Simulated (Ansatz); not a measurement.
# GeH8SSi2: up Jacob's ladder to CCSD(T)

An exercise on one series of results from a longer session: the logs are not shown, and one member is left open.

Computed with Ansatz 0.2.0, Gaussian basis. Level: functionals in def2-TZVPP, the program's frozen cores in correlated methods.

The runs, in order: PBE-D4, r2SCAN-D4, PBE0-D4, B3LYP-D4, ωB97X-V, ωB97M-V, B2PLYP; CCSD(T)/def2-TZVPP; MP2/def2-QZVPP; extrapolation to the limit.

**The geometry**

An earlier PBE0-D4 in a triple-zeta def2 set relaxation fixed the geometry.

SMILES `S[SiH2][SiH2][GeH3]`, 12 atoms, charge 0, spin multiplicity 1.

Atoms are counted from 1 here; the program's logs count them from 0.

Bond lengths: S1–Si2 2.145 Å, S1–H5 1.344 Å, Si2–Si3 2.336 Å, Si2–H6 1.489 Å, Si2–H7 1.486 Å, Si3–Ge4 2.381 Å, Si3–H8 1.488 Å, Si3–H9 1.490 Å, Ge4–H10 1.538 Å, Ge4–H11 1.540 Å, Ge4–H12 1.537 Å. Angles: Si2–S1–H5 95.0°, S1–Si2–Si3 109.7°, S1–Si2–H6 111.6°, S1–Si2–H7 104.2°, Si3–Si2–H6 110.1°, Si3–Si2–H7 112.5°, H6–Si2–H7 108.6°, Si2–Si3–Ge4 108.8°, Si2–Si3–H8 109.4°, Si2–Si3–H9 110.9°, Ge4–Si3–H8 109.6°, Ge4–Si3–H9 109.1°, H8–Si3–H9 108.9°, Si3–Ge4–H10 110.1°, Si3–Ge4–H11 110.1°, Si3–Ge4–H12 111.7°, H10–Ge4–H11 107.9°, H10–Ge4–H12 108.7° and more.

Set-up of the first run:

The input, in.yaml:

```yaml
crystal:
  periodic: [false, false, false]
  atoms:
    - {symbol: S, position_ang: [-2.371491, 1.199971, -0.806301]}
    - {symbol: Si, position_ang: [-0.845037, 1.529321, 0.663941]}
    - {symbol: Si, position_ang: [0.264804, -0.477244, 1.111471]}
    - {symbol: Ge, position_ang: [1.192120, -1.311356, -0.916380]}
    - {symbol: H, position_ang: [-1.555259, 0.603702, -1.692097]}
    - {symbol: H, position_ang: [0.127893, 2.565394, 0.220796]}
    - {symbol: H, position_ang: [-1.582270, 2.046374, 1.845713]}
    - {symbol: H, position_ang: [-0.702517, -1.465063, 1.661417]}
    - {symbol: H, position_ang: [1.359615, -0.271281, 2.101200]}
    - {symbol: H, position_ang: [2.257143, -0.338790, -1.451107]}
    - {symbol: H, position_ang: [0.092426, -1.445236, -1.986081]}
    - {symbol: H, position_ang: [1.839772, -2.690991, -0.718669]}
basis:
  gaussian: {orbitals: def2-TZVPP}
hamiltonian: {xc: pbe, dispersion: d4}
output: {forces: true, orbitals: {seedname: orbitals}}
```

Run with:

```console
ansatz run in.yaml --threads 4 --pin off --events-out ev --progress --plain --max-ram 10444MiB
```

Steps of the session up to this table: PBE-D4 (GGA); r2SCAN-D4 (meta-GGA); PBE0-D4 (hybrid); B3LYP-D4 (hybrid); ωB97X-V (range-separated); ωB97M-V (range-separated); B2PLYP (double hybrid); CCSD(T) in def2-TZVPP; MP2 in def2-QZVPP.

One of the session's tables, all rows but one given; the rest of the session is left out.

```
            method  atomisation energy (kJ/mol)
            PBE-D4                       3340.4
         r2SCAN-D4                       3383.5
           PBE0-D4                       3337.2
          B3LYP-D4                       3359.4
           ωB97X-V                            ?
           ωB97M-V                       3369.0
            B2PLYP                       3306.6
     HF/def2-TZVPP                       2509.6
    MP2/def2-TZVPP                       3260.9
   CCSD/def2-TZVPP                       3267.5
CCSD(T)/def2-TZVPP                       3304.2
           MP2/CBS                       3345.2
       CCSD(T)/CBS                       3388.5
```

**Question.** Estimate the row for ωB97X-V.

As computed: atomisation energy (kJ/mol): 3415.1. In the column «atomisation energy (kJ/mol)» it is the highest.

To keep in mind: Free atoms (1 S, 2 Si, 1 Ge, 8 H) were run apart at each level; the atomisation energy is their sum less the molecule, without zero-point or spin-orbit terms.
